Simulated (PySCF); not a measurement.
# C5H6F2: the cost of one run

Computed with PySCF 2.14.0, with density-fitted response routines of our own, on a single molecule in the gas phase. Atoms are numbered from 0 throughout.

## Step 1: The starting structure

13 atoms, charge 0, multiplicity 1; geometry from: GFN2-xTB. The atoms were then displaced at random by about 0.01 Å, so the start is not that level's minimum.

Bonds of the start (Å): F0–C1 1.39, C1–F2 1.35, C1–C3 1.49, C3–C4 1.54, C4–C5 1.32, C5–C6 1.52, C6–C3 1.57, C1–H7 1.10, C3–H8 1.10, C4–H9 1.08, C5–H10 1.08, C6–H11 1.08, C6–H12 1.08.

## Step 2: Optimising the geometry at PBE0-D3(BJ)/def2-SVP

The job: settings as JSON, then the geometry in Å.

```
{"job": {"xc": "PBE0", "basis": "def2-SVP", "d3": "d3bj", "grid": 1, "shake": 0.01, "kind": "geom"}, "charge": 0, "multiplicity": 1}
F      2.352250    -0.698780    -0.573150
C      1.379710     0.291610    -0.668720
F      2.027500     1.473190    -0.576040
C      0.392520     0.159530     0.437070
C     -0.895860     0.973390     0.249750
C     -1.691110    -0.075100     0.146070
C     -0.564760    -1.080380     0.313320
H      0.961490     0.248910    -1.680130
H      0.859560     0.266820     1.423460
H     -1.036620     2.041370     0.246780
H     -2.751940    -0.219620     0.016290
H     -0.371280    -1.711990    -0.542690
H     -0.655650    -1.685830     1.197680
```

Run with:

```console
$ OMP_NUM_THREADS=1 python probes_run.py task.json out
```

This one command runs all jobs of the session in turn.

**Question.** How long does this first job take on 1 thread of Arm Neoverse V2, shared host, and how much memory does it need?

About 57 s, with a peak of 0.5 GiB.
